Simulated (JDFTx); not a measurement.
# Pb (Fd-3m) in JDFTx: reference runs

Aim: a first look at Pb with PBEsol, on the cell as given and on a disturbed one.

All numbers are computed with JDFTx 1.7.0 (patched build); they aren't measurements. Logs are shortened: lines on timing, memory, paths and dates and some standing lists are left out, and cuts for length are marked. The log counts tension as positive stress, the text compression.

## Step 1: Starting point

Symmetry: Fd-3m, No. 227, cubic system. The conventional cell has a = 6.878 Å, b = 6.878 Å, c = 6.878 Å, α = 90.00°, β = 90.00°, γ = 90.00°. Around Pb (site symmetry -43m) lie 4 Pb at 2.98 Å.

This isn't the form of Pb at room conditions, which is fcc.

## Step 2: Single point, PBEsol

Pb.in reads:

```
lattice \
    0.0000000000     6.4987682475     6.4987682475 \
    6.4987682475     0.0000000000     6.4987682475 \
    6.4987682475     6.4987682475     0.0000000000
coords-type Lattice
ion Pb     0.2500000000     0.2500000000     0.2500000000 1
ion Pb     0.0000000000     0.0000000000     0.0000000000 1

ion-species pseudo/Pb.upf
elec-cutoff 28 224
elec-ex-corr gga-PBEsol
kpoint-folding 7 7 7
elec-smearing Fermi 0.0018374661
elec-n-bands 21
electronic-SCF nIterations 100 energyDiffThreshold 1e-09
electronic-minimize nIterations 30 energyDiffThreshold 1e-7
converge-empty-states yes
forces-output-coords Cartesian

dump-name run.$VAR
dump End Ecomponents EigStats BandEigs Kpoints Forces Stress
```

Potentials or basis: PseudoDojo-SR-PBEsol-0.4.1-standard with smoothed tails.

On the command line:

```console
> jdftx -c 1 -i Pb.in -o Pb.out
```

The program printed:

```text
*************** JDFTx 1.7.0 (patched build) ***************

Input parsed successfully to the following command list (including defaults):
[... the input with its defaults ...]

---------- Setting up symmetries ----------

Found 48 point-group symmetries of the bravais lattice
Found 48 space-group symmetries with basis
Applied RMS atom displacement 0 bohrs to make symmetries exact.

---------- Initializing the Grid ----------
R =
[            0      6.49877      6.49877  ]
[      6.49877            0      6.49877  ]
[      6.49877      6.49877            0  ]
unit cell volume = 548.938
G =
[  -0.483414   0.483414   0.483414  ]
[   0.483414  -0.483414   0.483414  ]
[   0.483414   0.483414  -0.483414  ]
Minimum fftbox size, Smin = [  64  64  64  ]
Chosen fftbox size, S = [  64  64  64  ]

---------- Initializing tighter grid for wavefunction operations ----------
R =
[            0      6.49877      6.49877  ]
[      6.49877            0      6.49877  ]
[      6.49877      6.49877            0  ]
unit cell volume = 548.938
G =
[  -0.483414   0.483414   0.483414  ]
[   0.483414  -0.483414   0.483414  ]
[   0.483414   0.483414  -0.483414  ]
Minimum fftbox size, Smin = [  44  44  44  ]
Chosen fftbox size, S = [  48  48  48  ]

---------- Exchange Correlation functional ----------
Initalized PBEsol GGA exchange.
Initalized PBEsol GGA correlation.

---------- Setting up pseudopotentials ----------
Width of ionic core gaussian charges (only for fluid interactions / plotting) set to 0

Reading pseudopotential file 'pseudo/Pb.upf':
  'Pb' pseudopotential, 'PBESOL' functional
  Generated using ONCVPSP code by D. R. Hamann
  14 valence electrons, 3 orbitals, 6 projectors, 1001 radial grid points, with lMax = 2
    5D    l: 2   occupation: 10.0   eigenvalue: -0.777665
    6S    l: 0   occupation:  2.0   eigenvalue: -0.444510
    6P    l: 1   occupation:  2.0   eigenvalue: -0.129233
  Core radius for overlap checks: 2.30 bohrs.

Initialized 1 species with 2 total atoms.

Folded 1 k-points by 7x7x7 to 343 k-points.

---------- Setting up k-points, bands, fillings ----------
Reduced to 20 k-points under symmetry.
Computing the number of bands and number of electrons
Calculating initial fillings.
nElectrons:  28.000000   nBands: 21   nStates: 20

----- Setting up reduced wavefunction bases (one per k-point) -----
average nbasis = 3885.496 , ideal nbasis = 3884.671

---------- Setting up ewald sum ----------
Optimum gaussian width for ewald sums = 2.951628 bohr.
Real space sum over 1331 unit cells with max indices [  5  5  5  ]
Reciprocal space sum over 2197 terms with max indices [  6  6  6  ]

---------- Allocating electronic variables ----------
Initializing wave functions:  linear combination of atomic orbitals
Note: number of bands (21) exceeds available atomic orbitals (18)
Pb pseudo-atom occupations:   s ( 2 )  p ( 2 )  d ( 10 )
	FillingsUpdate:  mu: +0.264064493  nElectrons: 28.000000
LCAOMinimize: Iter:   0  F: -120.6804828626999466  |grad|_K:  1.129e-04  alpha:  1.000e+00
	FillingsUpdate:  mu: +0.264481030  nElectrons: 28.000000
LCAOMinimize: Iter:   1  F: -120.6805317151353876  |grad|_K:  2.211e-06  alpha:  8.708e-01  linmin: -4.029e-02  cgtest:  2.531e-01
LCAOMinimize: Encountered beta<0, resetting CG.
	FillingsUpdate:  mu: +0.264480899  nElectrons: 28.000000
LCAOMinimize: Iter:   2  F: -120.6805317366171977  |grad|_K:  4.500e-08  alpha:  9.967e-01  linmin: -1.151e-03  cgtest:  8.547e-03
	FillingsUpdate:  mu: +0.264480827  nElectrons: 28.000000
LCAOMinimize: Iter:   3  F: -120.6805317366254542  |grad|_K:  2.771e-09  alpha:  9.417e-01  linmin: -3.182e-03  cgtest:  2.618e-02
LCAOMinimize: Converged (|Delta F|<1.000000e-06 for 2 iters).

-------- Electronic minimization -----------
Will mix electronic density at each iteration.
	FillingsUpdate:  mu: +0.264480827  nElectrons: 28.000000
	FillingsUpdate:  mu: +0.259804623  nElectrons: 28.000000
SCF: Cycle:  0   F: -120.704070950251406   dF: -2.354e-02   |Residual|: 3.248e-02   |deigs|: 1.024e-01
	FillingsUpdate:  mu: +0.261894160  nElectrons: 28.000000
SCF: Cycle:  1   F: -120.704415271370280   dF: -3.443e-04   |Residual|: 1.871e-02   |deigs|: 6.322e-03
	FillingsUpdate:  mu: +0.265289253  nElectrons: 28.000000
SCF: Cycle:  2   F: -120.704538454456113   dF: -1.232e-04   |Residual|: 4.160e-03   |deigs|: 3.045e-03
	FillingsUpdate:  mu: +0.265925202  nElectrons: 28.000000
SCF: Cycle:  3   F: -120.704551868944804   dF: -1.341e-05   |Residual|: 2.664e-03   |deigs|: 1.740e-03
	FillingsUpdate:  mu: +0.266046913  nElectrons: 28.000000
SCF: Cycle:  4   F: -120.704553363731804   dF: -1.495e-06   |Residual|: 1.648e-03   |deigs|: 1.096e-04
	FillingsUpdate:  mu: +0.266204875  nElectrons: 28.000000
SCF: Cycle:  5   F: -120.704554785177677   dF: -1.421e-06   |Residual|: 4.843e-04   |deigs|: 1.522e-04
	FillingsUpdate:  mu: +0.266270086  nElectrons: 28.000000
SCF: Cycle:  6   F: -120.704554920384268   dF: -1.352e-07   |Residual|: 2.469e-04   |deigs|: 5.551e-05
	FillingsUpdate:  mu: +0.266278415  nElectrons: 28.000000
SCF: Cycle:  7   F: -120.704554947548118   dF: -2.716e-08   |Residual|: 1.055e-04   |deigs|: 4.634e-05
	FillingsUpdate:  mu: +0.266288531  nElectrons: 28.000000
SCF: Cycle:  8   F: -120.704554953319857   dF: -5.772e-09   |Residual|: 5.599e-05   |deigs|: 4.554e-05
	FillingsUpdate:  mu: +0.266285345  nElectrons: 28.000000
SCF: Cycle:  9   F: -120.704554954845690   dF: -1.526e-09   |Residual|: 1.978e-05   |deigs|: 3.929e-05
	FillingsUpdate:  mu: +0.266287248  nElectrons: 28.000000
SCF: Cycle: 10   F: -120.704554955208138   dF: -3.624e-10   |Residual|: 1.351e-05   |deigs|: 3.010e-05
	FillingsUpdate:  mu: +0.266287182  nElectrons: 28.000000
SCF: Cycle: 11   F: -120.704554955311039   dF: -1.029e-10   |Residual|: 7.223e-06   |deigs|: 3.004e-05
SCF: Converged (|Delta E|<1.000000e-09 for 2 iters).

Setting wave functions to eigenvectors of Hamiltonian
Converging empty states (this may take a while): |deigs|: 7.683e-04

# Stress tensor in Cartesian coordinates [Eh/a0^3]:
[ -1.72387e-05            0            0  ]
[            0 -1.72387e-05            0  ]
[            0            0 -1.72387e-05  ]

# Ionic positions in lattice coordinates:
ion Pb   0.250000000000000   0.250000000000000   0.250000000000000 1
ion Pb   0.000000000000000   0.000000000000000   0.000000000000000 1

# Forces in Cartesian coordinates:
force Pb   0.000000000000000  -0.000000000000000  -0.000000000000000 1
force Pb  -0.000000000000000   0.000000000000000   0.000000000000000 1

# Energy components:
   Eewald =      -81.2317331871276451
       EH =       35.8963868806174915
     Eloc =      -95.8592818964611268
      Enl =      -28.5843892216950657
      Exc =      -39.6073816617872225
 Exc_core =       19.8102043923179529
       KE =       68.8718645444358373
-------------------------------------
     Etot =     -120.7043301496997714
       TS =        0.0002248056112728
-------------------------------------
        F =     -120.7045549553110391

IonicMinimize: Iter:   0  F: -120.704554955311039  |grad|_K:       -nan
IonicMinimize: None of the convergence criteria satisfied after 0 iterations.

#--- Lowdin population analysis ---
# oxidation-state Pb +0.013 +0.013

Dumping 'run.eigStats' ...
	eMin: -0.368895 at state 19 ( [ +0.142857 +0.428571 -0.285714 ] spin 0 )
	HOMO: +0.265186 at state 9 ( [ +0.000000 +0.142857 -0.142857 ] spin 0 )
	mu  : +0.266288
	LUMO: +0.266915 at state 1 ( [ +0.000000 +0.000000 +0.142857 ] spin 0 )
	eMax: +0.638302 at state 14 ( [ +0.000000 +0.428571 +0.428571 ] spin 0 )
	HOMO-LUMO gap: +0.001729
	Optical gap  : +0.018871 at state 9 ( [ +0.000000 +0.142857 -0.142857 ] spin 0 )
Done!
```

Wall time 50 s (1 thread of Intel Xeon Platinum 8488C (Sapphire Rapids), shared host); peak memory 0.15 GiB.

What came out:

| Quantity | Value |
| --- | --- |
| Free energy | -3284.5383 eV |
| Pressure | 0.5 GPa |
| Band gap on the k mesh | none (metal or under the smearing width) |

Spin-orbit coupling is left out, which matters for the levels of Pb.

## Step 3: Single point, PBEsol (atoms moved at random, drawn with an rms of 0.05 Å)

Pb.in, as its differences from that of step 2:

```diff
@@ -5,4 +5,4 @@
 coords-type Lattice
-ion Pb     0.2500000000     0.2500000000     0.2500000000 1
-ion Pb     0.0000000000     0.0000000000     0.0000000000 1
+ion Pb     0.2423290000     0.2487010000     0.2487110000 1
+ion Pb     0.0096820000    -0.0173760000     0.0178080000 1
```

Potentials or basis: PseudoDojo-SR-PBEsol-0.4.1-standard with smoothed tails.

On the command line:

```console
> jdftx -c 1 -i Pb.in -o Pb.out
```

Wall time 6.6 min (1 thread of Intel Xeon Platinum 8488C (Sapphire Rapids), shared host); peak memory 0.66 GiB.

Results (log left out):

```yaml
Free_energy: -3284.5009 eV
Pressure: 0.7 GPa
Largest_force: 0.620 eV/Å
Band_gap_on_the_k_mesh: none (metal or under the smearing width)
```

Forces on the atoms (eV/Å):
```
Pb   0.060  0.616  0.037
Pb  -0.060 -0.616 -0.037
```

Stress tensor (GPa, compression positive):
```
0.81 0.10 1.69
0.10 0.43 0.16
1.69 0.16 0.82
```

Levels at points of the mesh, in eV from the Fermi level:
```csv
k point,band 10,band 11,band 12,band 13,band 14,band 15,band 16,band 17,band 18
"(0.00, 0.00, 0.00)",-16.62,-11.13,-3.91,0.09,0.46,0.78,2.11,2.42,2.79
```
